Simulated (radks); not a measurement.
# In³⁺ in [Kr] 4d10: an all-electron calculation

One table from this session's results is given with a row withheld; the runs are named, their logs left out.

Method: Dirac Kohn-Sham, BLYP, spin-unpolarised, spherical densities, finite nucleus. Code: radks (a radial shooting solver on a logarithmic mesh, Libxc functionals) version 1.

**The atom as given**

* element: indium (Z = 49)
* charge: +3
* electrons: 46
* configuration: [Kr] 4d10
* nuclear rms radius: 4.6156 fm

The outer shells:

In³⁺
```
[Kr] core
4d [↑↓][↑↓][↑↓][↑↓][↑↓]
```

The first run:

Settings of this run:

```text
Z 49
configuration [Kr] 4d10
relativity Dirac
functional b88,lyp
spin unpolarised
j_filling average
nucleus finite rms 4.6156 fm
c 137.035999084
```

Run with:

```
python run_ks.py task.json out
```

The same process makes all the runs of this session.

Among the steps run: Self-consistent calculation.

One of the session's tables, all rows but one given; the rest of the session is left out.

Sizes of the orbitals, from the radial functions (bohr):

```
level      <r>  outermost maximum (interpolated)  90 % within  nodes
1s1/2  0.02971                            0.0192       0.0534      0
2s1/2   0.1281                             0.109        0.198      1
2p1/2   0.1084                            0.0838        0.178      0
2p3/2   0.1137                            0.0883        0.185      0
3s1/2   0.3484                             0.316        0.513      2
3p1/2   0.3395                             0.302        0.511      1
3p3/2        ?                                 ?            ?      ?
3d3/2   0.3223                             0.256        0.509      0
3d5/2   0.3259                             0.259        0.514      0
4s1/2   0.8474                             0.770         1.23      3
4p1/2   0.8998                             0.799         1.33      2
4p3/2   0.9299                             0.824         1.37      2
4d3/2    1.145                             0.923         1.78      1
4d5/2    1.159                             0.933         1.81      1
```

Q: Estimate the row for 3p3/2 from the others.

As computed: <r>: 0.3506; outermost maximum (interpolated): 0.312; 90 % within: 0.527; nodes: 1. In the column «<r>» it lies between 3s1/2 (0.3484) and 4s1/2 (0.8474).
